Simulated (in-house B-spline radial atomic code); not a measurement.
# Mg: density, ELF and screening along the radius

How do the shells of Mg show in real space, and how much do the settings move them?

Method: several methods, spin-polarised, as named in each step; spherical all-electron atom at the radial basis limit. Code: in-house B-spline radial atomic code version 1.

## Step 1: The atom as given

```
element       : magnesium (Z = 12)
charge        : 0
electrons     : 12
configuration : [Ne] 3s2
nucleus       : point (non-relativistic runs) or finite (X2C runs)
```

The outer shells:

[Ne] 3s2
```
[Ne] core
3s [↑↓]
```

Where spins are not typed, each open shell is filled with up spins first.

## Step 2: LDA (VWN5), non-rel.

Settings, as recorded:

```ini
Z = 12
electrons = 12.0
configuration = [Ne] 3s2
hamiltonian = nr
method = lda,vwn
spin_polarised = True
```

Command:

```sh
> python run_scf.py task.json out
```

One command runs all members of the session, one after another, from task.json.

Main fields of the result record, rounded:

```text
{
  "status": "converged",
  "scf [iteration, energy, orbital gradient]": [
    [1, -198.867348274, 0.159],
    [2, -199.014731111, 0.0716],
    [3, -199.137851255, 0.00658],
    [4, -199.139363276, 0.00206],
    [5, -199.139398816, 0.000407],
    [6, -199.139404468, 0.000277],
    [7, -199.139406308, 9.68e-06],
    [8, -199.139406315, 1.11e-07]
  ],
  "energy [hartree]": {"total": -199.139406315, "kinetic": 198.541503519, "nuclear": -477.899144411, "coulomb": 95.6732857024, "xc": -15.4550511245},
  "orbitals [hartree, bohr; up spins, the down spins are equal]": [
    ["name", "occ", "eps", "<r>", "<r^2>", "<1/r>", "r_max", "density_at_nucleus", "spin_orbit_zeta"],
    ["1s up", 1.0, -45.973168, 0.13144, 0.023269, 11.542, 0.085699, 508.61, "-"],
    ["2s up", 1.0, -2.9037468, 0.70256, 0.59501, 2.085, 0.54992, 32.549, "-"],
    ["2p up", 3.0, -1.7189702, 0.69108, 0.61485, 1.9532, 0.47765, "-", 0.0068601],
    ["3s up", 1.0, -0.17542673, 3.1361, 11.561, 0.42634, 2.518, 1.6877, "-"]
  ],
  "sum_r [bohr^k]": {"-1": 39.82493, "1": 12.08662, "2": 28.04812},
  "density_at_nucleus [bohr^-3]": 1085.693,
  "spin_density_at_nucleus [bohr^-3]": 0.0,
  "mass_velocity [hartree]": -1.389714,
  "darwin [hartree]": 1.08978,
  "radius_at_0.001 [bohr]": 4.518,
  "radius_enclosing_fraction [bohr]": {"0.5": 0.6242, "0.9": 2.656, "0.99": 5.382},
  "slater [hartree]": {
    "F0(2p up,2p up)": 1.3411,
    "F2(2p up,2p up)": 0.60433,
    "F0(2p up,2p down)": 1.3411,
    "F2(2p up,2p down)": 0.60433,
    "F0(2p up,3s up)": 0.38925,
    "G1(2p up,3s up)": 0.021284,
    "F0(2p up,3s down)": 0.38925,
    "F0(2p down,2p down)": 1.3411,
    "F2(2p down,2p down)": 0.60433,
    "F0(2p down,3s up)": 0.38925,
    "F0(2p down,3s down)": 0.38925,
    "G1(2p down,3s down)": 0.021284,
    "F0(3s up,3s up)": 0.28882,
    "F0(3s up,3s down)": 0.28882,
    "F0(3s down,3s down)": 0.28882
  }
}
```

Run time: 0.2 s. Hardware: 1 thread, shared host.

radius_at_0.001 is where the density falls to 0.001 electrons per bohr³.

The record's radial tables, every 2nd point:

| r (bohr) | 4πr²n (1/bohr) | ELF | screened charge r·V (e) | reduced gradient s |
| --- | --- | --- | --- | --- |
| 0.0157 | 2.309 | 0.9999 | 11.38 | 0.4263 |
| 0.0229 | 4.135 | 0.9998 | 11.11 | 0.4504 |
| 0.0333 | 6.826 | 0.9997 | 10.73 | 0.4872 |
| 0.0483 | 10.07 | 0.9991 | 10.22 | 0.5444 |
| 0.0703 | 12.74 | 0.9962 | 9.566 | 0.6365 |
| 0.102 | 13.01 | 0.9710 | 8.766 | 0.7789 |
| 0.149 | 10.31 | 0.6881 | 7.804 | 0.9423 |
| 0.216 | 7.623 | 0.2045 | 6.689 | 0.7732 |
| 0.314 | 8.468 | 0.3663 | 5.346 | 0.3243 |
| 0.456 | 10.88 | 0.7836 | 3.863 | 0.3765 |
| 0.663 | 9.540 | 0.8655 | 2.517 | 0.6208 |
| 0.964 | 4.795 | 0.7416 | 1.588 | 1.045 |
| 1.40 | 1.473 | 0.1482 | 1.024 | 1.541 |
| 2.04 | 0.7640 | 0.1914 | 0.5920 | 0.7335 |
| 2.96 | 0.6674 | 0.9866 | 0.2458 | 0.9004 |
| 4.31 | 0.3025 | 1.000 | 0.05667 | 1.829 |
| 6.26 | 0.05128 | 1.000 | 0.005626 | 4.572 |
| 9.10 | 0.002359 | 1.000 | 0.0001664 | 16.64 |

## Step 3: PBE, non-rel.

Settings, as recorded:

```ini
Z = 12
electrons = 12.0
configuration = [Ne] 3s2
hamiltonian = nr
method = pbe,pbe
spin_polarised = True
```

Results of the run:

```text
{
  "status": "converged",
  "scf [iteration, energy, orbital gradient]": [
    [1, -199.662361863, 0.189],
    [2, -199.834139398, 0.0685],
    [3, -199.953258741, 0.0072],
    [4, -199.955065693, 0.0023],
    [5, -199.955103645, 0.000543],
    [6, -199.955112101, 0.000316],
    [7, -199.955114486, 1.21e-05],
    [8, -199.955114489, 1.34e-06],
    [9, -199.95511449, 5.95e-08]
  ],
  "energy [hartree]": {"total": -199.95511449, "kinetic": 199.593934863, "nuclear": -479.038022376, "coulomb": 95.7942514186, "xc": -16.3052783951},
  "orbitals [hartree, bohr; up spins, the down spins are equal]": [
    ["name", "occ", "eps", "<r>"],
    ["1s up", 1.0, -46.200853, 0.13093],
    ["2s up", 1.0, -2.9234786, 0.69893],
    ["2p up", 3.0, -1.714561, 0.68975],
    ["3s up", 1.0, -0.17268081, 3.1552]
  ],
  "sum_r [bohr^k]": {"-1": 39.91984, "1": 12.10861, "2": 28.26847}
}
```

Run time: 0.06 s. Hardware: 1 thread, shared host.

Fields along the radius, from the same record (one point in 4):

| r (bohr) | 4πr²n (1/bohr) | ELF | screened charge r·V (e) | reduced gradient s |
| --- | --- | --- | --- | --- |
| 0.0158 | 2.354 | 0.9999 | 11.38 | 0.4266 |
| 0.0333 | 6.880 | 0.9997 | 10.73 | 0.4874 |
| 0.0705 | 12.82 | 0.9962 | 9.557 | 0.6386 |
| 0.149 | 10.28 | 0.6861 | 7.801 | 0.9471 |
| 0.315 | 8.478 | 0.3710 | 5.331 | 0.3174 |
| 0.666 | 9.532 | 0.8660 | 2.498 | 0.6258 |
| 1.41 | 1.414 | 0.1388 | 1.021 | 1.565 |
| 2.98 | 0.6714 | 0.9888 | 0.2440 | 0.8918 |
| 6.30 | 0.05027 | 1.000 | 0.005677 | 4.543 |

## Step 4: Hartree-Fock, non-rel.

Settings, as recorded:

```ini
Z = 12
electrons = 12.0
configuration = [Ne] 3s2
hamiltonian = nr
method = hf
spin_polarised = True
```

Results of the run:

```text
{
  "status": "converged",
  "scf [iteration, energy, orbital gradient]": [
    [1, -199.324120431, 0.21],
    [2, -199.590446969, 0.0343],
    [3, -199.611289545, 0.0117],
    [4, -199.614022952, 0.00401],
    [5, -199.61457109, 0.0015],
    [6, -199.614627864, 0.000294],
    [7, -199.614636193, 4.64e-05],
    [8, -199.614636423, 3.79e-06],
    [9, -199.614636424, 2.96e-07],
    [10, -199.614636424, 1.21e-08]
  ],
  "energy [hartree]": {"total": -199.614636424, "kinetic": 199.61463643, "nuclear": -479.045533049, "coulomb": 95.8105518891, "exact_exchange": -15.994291694},
  "orbitals [hartree, bohr; up spins, the down spins are equal]": [
    ["name", "occ", "eps", "<r>"],
    ["1s up", 1.0, -49.031736, 0.13059],
    ["2s up", 1.0, -3.7677215, 0.69034],
    ["2p up", 3.0, -2.282226, 0.685],
    ["3s up", 1.0, -0.25305258, 3.2529]
  ],
  "sum_r [bohr^k]": {"-1": 39.92046, "1": 12.25774, "2": 29.61156}
}
```

Run time: 0.09 s. Hardware: 1 thread, shared host.

Fields along the radius, from the same record (one point in 4):

| r (bohr) | 4πr²n (1/bohr) | ELF | screened charge r·V (e) | reduced gradient s |
| --- | --- | --- | --- | --- |
| 0.0159 | 2.374 | 0.9999 | 11.37 | 0.4257 |
| 0.0337 | 6.978 | 0.9997 | 10.71 | 0.4874 |
| 0.0714 | 12.90 | 0.9963 | 9.532 | 0.6416 |
| 0.151 | 10.14 | 0.6673 | 7.764 | 0.9570 |
| 0.321 | 8.582 | 0.3939 | 5.256 | 0.3028 |
| 0.680 | 9.424 | 0.8672 | 2.429 | 0.6400 |
| 1.44 | 1.247 | 0.1020 | 1.015 | 1.657 |
| 3.06 | 0.6393 | 0.9960 | 0.2471 | 0.8979 |
| 6.48 | 0.05047 | 1.000 | 0.005723 | 4.509 |

## Step 5: ωB97X, non-rel.

Settings, as recorded:

```ini
Z = 12
electrons = 12.0
configuration = [Ne] 3s2
hamiltonian = nr
method = wb97x
spin_polarised = True
```

Results of the run:

```text
{
  "status": "converged",
  "scf [iteration, energy, orbital gradient]": [
    [1, -199.770436886, 0.195],
    [2, -200.002782188, 0.0535],
    [3, -200.062922557, 0.0113],
    [4, -200.0666508, 0.00299],
    [5, -200.067220457, 0.00174],
    [6, -200.067321181, 0.000654],
    [7, -200.067344974, 0.000177],
    [8, -200.067346244, 2.54e-05],
    [9, -200.067346264, 9.79e-07],
    [10, -200.067346264, 4.76e-08]
  ],
  "energy [hartree]": {"total": -200.067346264, "kinetic": 199.734966512, "nuclear": -479.227013281, "coulomb": 95.8529574005, "exact_exchange": -4.10506964998, "xc": -12.3231872457},
  "orbitals [hartree, bohr; up spins, the down spins are equal]": [
    ["name", "occ", "eps", "<r>"],
    ["1s up", 1.0, -46.817786, 0.13082],
    ["2s up", 1.0, -3.2065977, 0.697],
    ["2p up", 3.0, -1.9460344, 0.68915],
    ["3s up", 1.0, -0.26904181, 3.1591]
  ],
  "sum_r [bohr^k]": {"-1": 39.93558, "1": 12.10865, "2": 28.28651}
}
```

Run time: 0.22 s. Hardware: 1 thread, shared host.

The record's radial tables, every 4th point:

| r (bohr) | 4πr²n (1/bohr) | ELF | screened charge r·V (e) | reduced gradient s |
| --- | --- | --- | --- | --- |
| 0.0158 | 2.355 | 0.9999 | 11.38 | 0.4263 |
| 0.0333 | 6.886 | 0.9997 | 10.73 | 0.4872 |
| 0.0705 | 12.83 | 0.9963 | 9.556 | 0.6386 |
| 0.149 | 10.28 | 0.6866 | 7.800 | 0.9488 |
| 0.315 | 8.469 | 0.3706 | 5.329 | 0.3149 |
| 0.667 | 9.538 | 0.8662 | 2.490 | 0.6286 |
| 1.41 | 1.405 | 0.1330 | 1.020 | 1.568 |
| 2.98 | 0.6518 | 0.9890 | 0.2473 | 0.9136 |
| 6.30 | 0.05122 | 1.000 | 0.005066 | 4.755 |

## Step 6: B97-1, non-rel.

Settings, as recorded:

```ini
Z = 12
electrons = 12.0
configuration = [Ne] 3s2
hamiltonian = nr
method = b97_1
spin_polarised = True
```

Results of the run:

```text
{
  "status": "converged",
  "scf [iteration, energy, orbital gradient]": [
    [1, -199.764126186, 0.196],
    [2, -199.972804247, 0.0608],
    [3, -200.056758645, 0.0101],
    [4, -200.059601028, 0.00191],
    [5, -200.059659931, 0.00121],
    [6, -200.059695201, 0.000177],
    [7, -200.059695869, 9.96e-06],
    [8, -200.05969587, 4.7e-07],
    [9, -200.05969587, 7.13e-08]
  ],
  "energy [hartree]": {"total": -200.05969587, "kinetic": 199.680368392, "nuclear": -479.183931189, "coulomb": 95.8664030652, "exact_exchange": -3.35412829571, "xc": -13.0684078423},
  "orbitals [hartree, bohr; up spins, the down spins are equal]": [
    ["name", "occ", "eps", "<r>"],
    ["1s up", 1.0, -46.807327, 0.13084],
    ["2s up", 1.0, -3.1095457, 0.69651],
    ["2p up", 3.0, -1.8418813, 0.68813],
    ["3s up", 1.0, -0.19231754, 3.1642]
  ],
  "sum_r [bohr^k]": {"-1": 39.93199, "1": 12.11197, "2": 28.33613}
}
```

It took 0.09 s on 1 thread, shared host.

The record's radial tables, every 4th point:

| r (bohr) | 4πr²n (1/bohr) | ELF | screened charge r·V (e) | reduced gradient s |
| --- | --- | --- | --- | --- |
| 0.0158 | 2.353 | 0.9999 | 11.38 | 0.4262 |
| 0.0334 | 6.906 | 0.9997 | 10.72 | 0.4874 |
| 0.0705 | 12.82 | 0.9963 | 9.556 | 0.6383 |
| 0.149 | 10.28 | 0.6866 | 7.799 | 0.9489 |
| 0.316 | 8.502 | 0.3753 | 5.316 | 0.3145 |
| 0.667 | 9.552 | 0.8665 | 2.489 | 0.6260 |
| 1.41 | 1.395 | 0.1330 | 1.022 | 1.583 |
| 2.99 | 0.6662 | 0.9908 | 0.2438 | 0.9017 |
| 6.31 | 0.05053 | 1.000 | 0.005468 | 4.607 |

## Step 7: The runs side by side

| run | total energy (hartree) | highest level (eV) | radius holding 50 / 90 / 99 % (bohr) | radius at n = 0.001 (bohr) | ELF minima on the full grid (bohr) |
| --- | --- | --- | --- | --- | --- |
| LDA (VWN5), non-rel. | -199.1394 | -4.774 | 0.624 / 2.66 / 5.38 | 4.52 | 0.22, 1.7 |
| PBE, non-rel. | -199.9551 | -4.699 | 0.623 / 2.68 / 5.41 | 4.52 | 0.22, 1.7 |
| Hartree-Fock, non-rel. | -199.6146 | -6.886 | 0.622 / 2.74 / 5.59 | 4.59 | 0.22, 1.7 |
| ωB97X, non-rel. | -200.0673 | -7.321 | 0.623 / 2.67 / 5.41 | 4.55 | 0.22, 1.7 |
| B97-1, non-rel. | -200.0597 | -5.233 | 0.623 / 2.68 / 5.42 | 4.54 | 0.22, 1.7 |

What this shows: In the first run ELF has 2 minima on the grid, which mark the borders between shells. On the record's full grid the screened charge (r times the electrostatic potential) falls from 11.9 near the nucleus to 0.00 at 11 bohr; far out it tends to the net charge, 0. The radius that holds 99 % of the electrons runs from 5.38 bohr (LDA (VWN5), non-rel.) to 5.59 bohr (Hartree-Fock, non-rel.). The grid is coarse (about 20 % a step), so the places of minima are rough.
